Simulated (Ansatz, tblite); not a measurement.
**C₈H₂₄Sn₃: one state, many levels**

The task here is to estimate one member of a computed series from the others.

Computed with Ansatz 0.2.0, Gaussian basis. Level: as each input shows.

Plan: GFN1-xTB, GFN2-xTB, PBE-D4/def2-SVP, r2SCAN-D4/def2-SVP, MP2/def2-SVP, RPA/def2-SVP.

10 further runs of the same task are left out: 4 that didn't finish, 6 set aside as unsound or not needed. Runs told in other sessions of the task aren't counted.

### The relaxed structure

The geometry is that of the singlet, from an earlier relaxation (r2SCAN-D4/def2-SVP).

SMILES `[CH3][Sn]([CH3])([CH3])[Sn]([CH3])([CH3])[Sn]([CH3])([CH3])[CH3]`, 35 atoms, charge 0, spin multiplicity 1.

Bond lengths: C1–Sn2 2.174 Å, C1–H12 1.101 Å, C1–H13 1.101 Å, C1–H14 1.101 Å, Sn2–C3 2.173 Å, Sn2–C4 2.173 Å, Sn2–Sn5 2.794 Å, C3–H15 1.100 Å, C3–H16 1.100 Å, C3–H17 1.101 Å, C4–H18 1.100 Å, C4–H19 1.100 Å, C4–H20 1.101 Å, Sn5–C6 2.180 Å, Sn5–C7 2.180 Å, Sn5–Sn8 2.794 Å, C6–H21 1.100 Å, C6–H22 1.100 Å and more. Angles: Sn2–C1–H12 110.0°, Sn2–C1–H13 110.0°, Sn2–C1–H14 110.9°, H12–C1–H13 108.6°, H12–C1–H14 108.8°, H13–C1–H14 108.5°, C1–Sn2–C3 106.6°, C1–Sn2–C4 108.2°, C1–Sn2–Sn5 109.4°, C3–Sn2–C4 108.0°, C3–Sn2–Sn5 110.9°, C4–Sn2–Sn5 113.6°, Sn2–C3–H15 110.2°, Sn2–C3–H16 110.8°, Sn2–C3–H17 109.6°, H15–C3–H16 108.7°, H15–C3–H17 108.7°, H16–C3–H17 108.8° and more.

Sn takes a core potential in the def2 sets. No spin-orbit coupling is included.

PBE0-D4/def2-SVP was run before; its log isn't repeated, and its numbers join the tables.

Set-up of the first run:

Tight binding, by tblite at 300 K electronic temperature and without a spin-polarisation term:

```python
tblite.interface.Calculator('GFN1-xTB', numbers, positions, charge=0, uhf=0).singlepoint()
```

Tight binding, by tblite at 300 K electronic temperature and without a spin-polarisation term:

```python
tblite.interface.Calculator('GFN2-xTB', numbers, positions, charge=0, uhf=0).singlepoint()
```

start.molden holds the orbitals of an earlier run on this state, given as this run's starting guess.

File in.yaml:

```yaml
crystal:
  periodic: [false, false, false]
  atoms:
    - {symbol: C, position_ang: [2.087694, -0.834080, 2.158327]}
    - {symbol: Sn, position_ang: [2.278439, -0.106787, 0.118663]}
    - {symbol: C, position_ang: [2.729025, -1.835245, -1.118153]}
    - {symbol: C, position_ang: [3.982946, 1.238974, 0.035975]}
    - {symbol: Sn, position_ang: [-0.123676, 1.084034, -0.669084]}
    - {symbol: C, position_ang: [-0.289181, 3.105810, 0.129557]}
    - {symbol: C, position_ang: [-0.211430, 1.283681, -2.838235]}
    - {symbol: Sn, position_ang: [-2.206234, -0.524815, 0.270963]}
    - {symbol: C, position_ang: [-1.695262, -2.616157, -0.030279]}
    - {symbol: C, position_ang: [-4.107753, -0.144162, -0.710160]}
    - {symbol: C, position_ang: [-2.489539, -0.255920, 2.408195]}
    - {symbol: H, position_ang: [3.006958, -1.361128, 2.457786]}
    - {symbol: H, position_ang: [1.242406, -1.535275, 2.231217]}
    - {symbol: H, position_ang: [1.912336, -0.001523, 2.856335]}
    - {symbol: H, position_ang: [1.916228, -2.573686, -1.050967]}
    - {symbol: H, position_ang: [2.851389, -1.540544, -2.170987]}
    - {symbol: H, position_ang: [3.662625, -2.304447, -0.770331]}
    - {symbol: H, position_ang: [4.140813, 1.595152, -0.992973]}
    - {symbol: H, position_ang: [3.817558, 2.109281, 0.688315]}
    - {symbol: H, position_ang: [4.889252, 0.710981, 0.370976]}
    - {symbol: H, position_ang: [-0.270096, 3.089644, 1.228971]}
    - {symbol: H, position_ang: [0.549266, 3.719655, -0.232595]}
    - {symbol: H, position_ang: [-1.233955, 3.561540, -0.203281]}
    - {symbol: H, position_ang: [-0.111732, 0.300632, -3.320953]}
    - {symbol: H, position_ang: [0.604906, 1.934970, -3.185343]}
    - {symbol: H, position_ang: [-1.173006, 1.729965, -3.133448]}
    - {symbol: H, position_ang: [-0.742732, -2.847729, 0.470271]}
    - {symbol: H, position_ang: [-2.480361, -3.260440, 0.395182]}
    - {symbol: H, position_ang: [-1.591315, -2.843654, -1.101976]}
    - {symbol: H, position_ang: [-4.425468, 0.895432, -0.540448]}
    - {symbol: H, position_ang: [-4.876486, -0.820152, -0.304590]}
    - {symbol: H, position_ang: [-4.021929, -0.313659, -1.793787]}
    - {symbol: H, position_ang: [-1.565248, -0.507708, 2.949234]}
    - {symbol: H, position_ang: [-3.296396, -0.917966, 2.759516]}
    - {symbol: H, position_ang: [-2.760073, 0.785340, 2.638117]}
basis:
  gaussian: {orbitals: def2-SVP, initial_orbitals: start.molden}
hamiltonian: {xc: pbe, dispersion: d4}
scf: {omitted_lower_state_checks: [starts]}
output: {forces: true, orbitals: {seedname: orbitals}}
```

Run with:

```bash
$ ansatz run in.yaml --threads 4 --pin off --events-out ev --progress --plain --max-ram 6963MiB
```

Steps of the session up to this table: PBE-D4/def2-SVP; r2SCAN-D4/def2-SVP; MP2/def2-SVP; RPA/def2-SVP.

One table of the session follows, with a row left open; its other results are not shown here.

It belongs to the step «Binding energy». 

```
             level  binding an atom (eV)
       HF/def2-SVP                 2.786
   PBE-D4/def2-SVP                 3.743
r2SCAN-D4/def2-SVP                 3.701
  PBE0-D4/def2-SVP                     ?
      MP2/def2-SVP                 3.529
```

Estimate the missing values for PBE0-D4/def2-SVP.

**Answer.** binding an atom (eV): 3.716. In the column «binding an atom (eV)» it lies between r2SCAN-D4/def2-SVP (3.701) and PBE-D4/def2-SVP (3.743).

Limits of these values: Free atoms were run apart at each level; binding is atoms less cluster, divided by the number of atoms, without zero-point or spin-orbit terms.
